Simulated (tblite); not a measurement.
# C7H12BF: the cost of one run

Computed with tblite 0.8.0 and PySCF 2.14.0, with density-fitted response routines of our own, on a single molecule in the gas phase. Atoms are numbered from 0 throughout.

### 1 The starting structure

21 atoms, charge 0, multiplicity 1; geometry from: force field or distance geometry start.

Bonds of the start (Å): C0–C1 1.46, C1–C2 1.31, C2–C3 1.30, C3–C4 1.47, C4–C5 1.49, C5–C6 1.52, C6–B7 1.60, B7–F8 1.44, C0–H9 1.10, C0–H10 1.11, C0–H11 1.12, C1–H12 1.07, C3–H13 1.06, C4–H14 1.13, C4–H15 1.13, C5–H16 1.13, C5–H17 1.13, C6–H18 1.11, C6–H19 1.11, B7–H20 1.17.

### 2 Geometry optimisation with GFN2-xTB

What the job is given:

```
{"job": {"kind": "relax", "xc": "GFN2-xTB", "basis": "xTB"}, "charge": 0, "multiplicity": 1}
C     -3.941800    -0.297500    -0.124800
C     -2.903600    -0.688100     0.828000
C     -1.667200    -0.616100     0.397400
C     -0.459400    -0.504400    -0.067800
C      0.173900     0.810900     0.121000
C      1.604400     0.763400    -0.299000
C      2.429300    -0.226600     0.507500
B      3.921100    -0.122000    -0.074600
F      4.357900     1.215700    -0.381300
H     -4.946800    -0.270000     0.328700
H     -3.962400    -1.024500    -0.962600
H     -3.686600     0.727300    -0.483900
H     -3.038800    -1.024100     1.839100
H     -0.032700    -1.368900    -0.508600
H     -0.345900     1.579700    -0.520000
H      0.022600     1.118600     1.200200
H      2.067600     1.791700    -0.215600
H      1.645800     0.385900    -1.359200
H      2.028400    -1.230200     0.264600
H      2.428100    -0.017400     1.593500
H      4.297400    -0.986400    -0.773600
```

The run is started by

```console
$ OMP_NUM_THREADS=1 python probes_run.py task.json out
```

One launch serves the whole session: the jobs run in the order shown.

Q: Estimate the wall time and peak memory of this first job on 1 thread of Arm Neoverse V2, shared host.

About 1.3 s, with a peak of 0.18 GiB.
